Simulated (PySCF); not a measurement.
The system is AsH3, in a box.

```
As H
1.0
    12.00000    0.00000    0.00000
     0.00000   11.00000    0.00000
     0.00000    0.00000   11.00000
As H
1 3
Cartesian
  5.8643 6.0462 5.0455
  6.4300 6.1889 6.4510
  5.0120 4.8531 5.4526
  7.0139 5.1461 4.6171
```

Base run:

| Property | Result |
| --- | --- |
| Program | PySCF 2.14.0 |
| Functional | HSE03 |
| Potentials or basis | pob-tzvp-rev2 (all-electron) |
| k mesh | 1 × 1 × 1 |
| Occupations | fixed |
| Spin | no spin polarisation |

Its results: gap between the frontier levels 8.07 eV.

The run is repeated on the same cell with these changes: functional from HSE03 to SOGGA11. What comes out?

Gap between the frontier levels 6.66 eV.

HSE03 gives the wider gap, since exact exchange removes part of the self-interaction.

Caveats: this is a molecule in a periodic box at the Γ point, so its band gap is the HOMO-LUMO gap; relativity is left out, which matters for the heavier elements; the basis of atomic orbitals isn't converged, which shifts pressures, moduli and gaps; this basis is made for solids and lacks diffuse functions, so gaps of a molecule come out too wide by an eV or more; this program's HSE differs a little from the usual definition (some runs).

A k mesh can miss the band edges.

Not every run made on this cell is shown here.
